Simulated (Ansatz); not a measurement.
**CH₆BNSi: one species, many methods**

The task here is to estimate one member of a computed series from the others.

Program: Ansatz 0.2.0, Gaussian basis. Level of theory: functionals in def2-TZVPP, the program's frozen cores in correlated methods. These are calculated values, not measurements.

The runs, in order: LDA (SPW92), PBE-D4, revPBE-D4, BLYP-D4, r2SCAN-D4, B97M-V, PBE0-D4, B3LYP-D4, r2SCANh-D4, r2SCAN0-D4, HSE06-D4, BHLYP-D4, CAM-B3LYP-D4, LC-ωPBE, ωB97X-V, ωB97M-V, B2PLYP, PBE-QIDH; CCSD(T)/def2-SVP; CCSD(T)/def2-TZVPP; MP2/def2-QZVPP; extrapolation to the limit; RPA on PBE.

## The relaxed structure

An earlier PBE0-D4 in a triple-zeta def2 set relaxation fixed the geometry.

SMILES `BN1C[SiH2]1`, 10 atoms, charge 0, spin multiplicity 1.

Atoms are counted from 1 here; the program's logs count them from 0.

Bond lengths: B1–N2 1.386 Å, B1–H5 1.199 Å, B1–H6 1.200 Å, N2–C3 1.484 Å, N2–Si4 1.714 Å, C3–Si4 1.837 Å, C3–H7 1.088 Å, C3–H8 1.088 Å, Si4–H9 1.478 Å, Si4–H10 1.478 Å. Angles: N2–B1–H5 118.6°, N2–B1–H6 119.6°, H5–B1–H6 121.7°, B1–N2–C3 134.1°, B1–N2–Si4 156.2°, C3–N2–Si4 69.7°, N2–C3–Si4 61.0°, N2–C3–H7 115.1°, N2–C3–H8 115.2°, Si4–C3–H7 120.7°, Si4–C3–H8 120.7°, H7–C3–H8 113.4°, N2–Si4–C3 49.3°, N2–Si4–H9 118.2°, N2–Si4–H10 118.2°, C3–Si4–H9 121.2°, C3–Si4–H10 121.2°, H9–Si4–H10 113.6°.

Set-up of the first run:

Input file in.yaml:

```yaml
crystal:
  periodic: [false, false, false]
  atoms:
    - {symbol: B, position_ang: [-1.356037, 0.256417, -1.050352]}
    - {symbol: N, position_ang: [-0.250217, 0.123804, -0.224594]}
    - {symbol: C, position_ang: [0.336022, -1.002359, 0.544631]}
    - {symbol: Si, position_ang: [1.153241, 0.641875, 0.611100]}
    - {symbol: H, position_ang: [-1.579860, 1.325836, -1.543590]}
    - {symbol: H, position_ang: [-2.062007, -0.692360, -1.254059]}
    - {symbol: H, position_ang: [0.754002, -1.805926, -0.058082]}
    - {symbol: H, position_ang: [-0.267090, -1.356657, 1.377946]}
    - {symbol: H, position_ang: [0.982808, 1.534909, 1.777003]}
    - {symbol: H, position_ang: [2.372139, 0.923361, -0.176901]}
basis:
  gaussian: {orbitals: def2-TZVPP}
hamiltonian: {xc: lda}
output: {orbitals: {seedname: orbitals}}
```

Run with:

```
> ansatz run in.yaml --threads 2 --pin off --events-out ev --progress --plain --max-ram 4352MiB
```

Among the steps run: LDA; PBE-D4 (GGA); revPBE-D4 (GGA); BLYP-D4 (GGA); r2SCAN-D4 (meta-GGA); B97M-V (meta-GGA); PBE0-D4 (hybrid); B3LYP-D4 (hybrid); r2SCANh-D4 (hybrid); r2SCAN0-D4 (hybrid); HSE06-D4 (hybrid); BHLYP-D4 (hybrid); CAM-B3LYP-D4 (range-separated); LC-ωPBE (range-separated); ωB97X-V (range-separated); ωB97M-V (range-separated); B2PLYP (double hybrid); PBE-QIDH (double hybrid).

One of the session's tables, all rows but one given; the rest of the session is left out.

It belongs to the step «Frontier levels by functional». 

| functional | HOMO (eV) | gap (eV) |
| --- | --- | --- |
| LDA (SPW92) | -6.96 | 5.47 |
| PBE-D4 | -6.81 | 5.52 |
| revPBE-D4 | -6.76 | 5.55 |
| BLYP-D4 | -6.65 | 5.47 |
| r2SCAN-D4 | -7.02 | 6.06 |
| B97M-V | -7.12 | 6.00 |
| PBE0-D4 | -8.04 | 7.62 |
| B3LYP-D4 | -7.79 | 7.14 |
| r2SCANh-D4 | -7.48 | 6.83 |
| r2SCAN0-D4 | -8.19 | 7.98 |
| HSE06-D4 | -7.64 | 6.84 |
| BHLYP-D4 | -9.15 | 9.60 |
| CAM-B3LYP-D4 | ? | ? |
| LC-ωPBE | -10.77 | 12.50 |
| ωB97X-V | -10.40 | 12.00 |
| ωB97M-V | -10.33 | 11.62 |

Estimate the missing values for CAM-B3LYP-D4.

The run gave: HOMO (eV): -9.38; gap (eV): 9.94. In the column «HOMO (eV)» it lies between ωB97M-V (-10.33) and BHLYP-D4 (-9.15).
